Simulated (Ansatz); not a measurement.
# Al: the cost of one run

Computed with Ansatz 0.2.0 (DFT PBE, scalar-relativistic, plane waves, PAW, unless a step's input says otherwise).

## (1) The starting structure

The structure is cubic, space group F-43m (No. 216). The conventional cell has a = 5.442 Å, b = 5.442 Å, c = 5.442 Å, α = 90.00°, β = 90.00°, γ = 90.00°. Zn (site symmetry -43m) has 4 S at 2.36 Å as nearest neighbours. S (site symmetry -43m) has 4 Zn at 2.36 Å as nearest neighbours.

Structure file:

```
CELL_PARAMETERS angstrom
0.00000 2.72115 2.72115
2.72115 0.00000 2.72115
2.72115 2.72115 0.00000
ATOMIC_POSITIONS crystal
Zn 0.00000 0.00000 0.00000
S 0.75000 0.75000 0.75000
```

It goes back to an entry of the Materials Project.

This cell was relaxed beforehand with the same method: volume 20.15 Å³/atom, gap on the mesh 2.02 eV.

## (2) The second crystal, Al

Symmetry: Fm-3m, No. 225, cubic system. Conventional cell: a = 4.039 Å, b = 4.039 Å, c = 4.039 Å, α = 90.00°, β = 90.00°, γ = 90.00°. Around Al (site symmetry m-3m) lie 12 Al at 2.86 Å.

## (3) Probe: one point at the start (Al)

input.yaml reads:

```yaml
crystal:
  lattice:
    - [0.0, 2.01946485, 2.01946485]
    - [2.01946485, 0.0, 2.01946485]
    - [2.01946485, 2.01946485, 0.0]
  atoms:
    - { symbol: Al, position: [0.0, 0.0, 0.0] }
basis:
  ecutwfc: 420
kpoints:
  mp_grid: { grid: [8, 8, 8] }
hamiltonian:
  xc: pbe
scf:
  occupations: { method: gaussian, width: 0.1 }
output:
  forces: true
  stress: true
  eigenvalues: true
```

The run is started by

```console
> ansatz run input.yaml --threads 4 --pin off --max-ram 8192MiB --backend cpu --events-out ev --progress --plain --runs-dir out
```

What time and memory should one allow on 4 threads of Arm Neoverse V2, shared host?

About 1.5 s, with a peak of 0.23 GiB.
